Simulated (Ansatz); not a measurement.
# B4W8C: the cost of one run

All numbers below are computed with Ansatz 0.2.0 (DFT LDA, plane waves, PAW, scalar-relativistic, no spin polarisation).

### 1 The system as given

The cell holds 13 atoms (CB4W8): a = 5.567 Å, b = 5.567 Å, c = 4.766 Å, α = 90.00°, β = 90.00°, γ = 90.00°.

As a file:

```xyz
13
Lattice="5.5672 0.0000 0.0000 0.0000 5.5672 0.0000 0.0000 0.0000 4.7659" Properties=species:S:1:pos:R:3 pbc="T T T"
B     0.0000    0.0000    1.1915
B     0.0000    0.0000    3.5744
W     1.8355    0.9481    2.3829
W     4.6190    1.8355    2.3829
W     0.9481    1.8355    0.0000
W     3.7317    0.9481    0.0000
B     2.7836    2.7836    3.5744
B     2.7836    2.7836    1.1915
W     4.6190    3.7317    0.0000
W     1.8355    4.6190    0.0000
W     3.7317    4.6190    2.3829
W     0.9481    3.7317    2.3829
C     1.5603    5.0771    3.2225
```

### 2 Relaxing the start

Contents of input.yaml:

```yaml
accuracy: low
crystal:
  lattice:
    - [5.567168, 0.0, 0.0]
    - [0.0, 5.567168, 0.0]
    - [0.0, 0.0, 4.765879]
  atoms:
    - { symbol: B, position: [0.0, 0.0, 0.25] }
    - { symbol: B, position: [0.0, 0.0, 0.75] }
    - { symbol: W, position: [0.3296931, 0.1703069, 0.5] }
    - { symbol: W, position: [0.8296931, 0.3296931, 0.5] }
    - { symbol: W, position: [0.1703069, 0.3296931, 0.0] }
    - { symbol: W, position: [0.6703069, 0.1703069, 0.0] }
    - { symbol: B, position: [0.5, 0.5, 0.75] }
    - { symbol: B, position: [0.5, 0.5, 0.25] }
    - { symbol: W, position: [0.8296931, 0.6703069, 0.0] }
    - { symbol: W, position: [0.3296931, 0.8296931, 0.0] }
    - { symbol: W, position: [0.6703069, 0.8296931, 0.5] }
    - { symbol: W, position: [0.1703069, 0.6703069, 0.5] }
    - { symbol: C, position: [0.2802695, 0.9119747, 0.6761513] }
basis:
  ecutwfc: 420.0
kpoints:
  mp_grid: { grid: [2, 2, 2] }
hamiltonian:
  xc: lda
scf:
  occupations: { method: fermi_dirac, width: 0.15 }
  lower_state_search: "off"
relax:
  f_tol: 0.08
  max_steps: 25
  adjacent_minimum: "off"
```

The run is started by

```
ansatz run input.yaml --threads 1 --pin off --max-ram 3072MiB --backend cpu --events-out ev --progress --plain --runs-dir out
```

What time and memory should one allow on 1 thread of AMD EPYC 9R14 (Zen 4), shared host?

About 30 s, with a peak of 0.48 GiB.
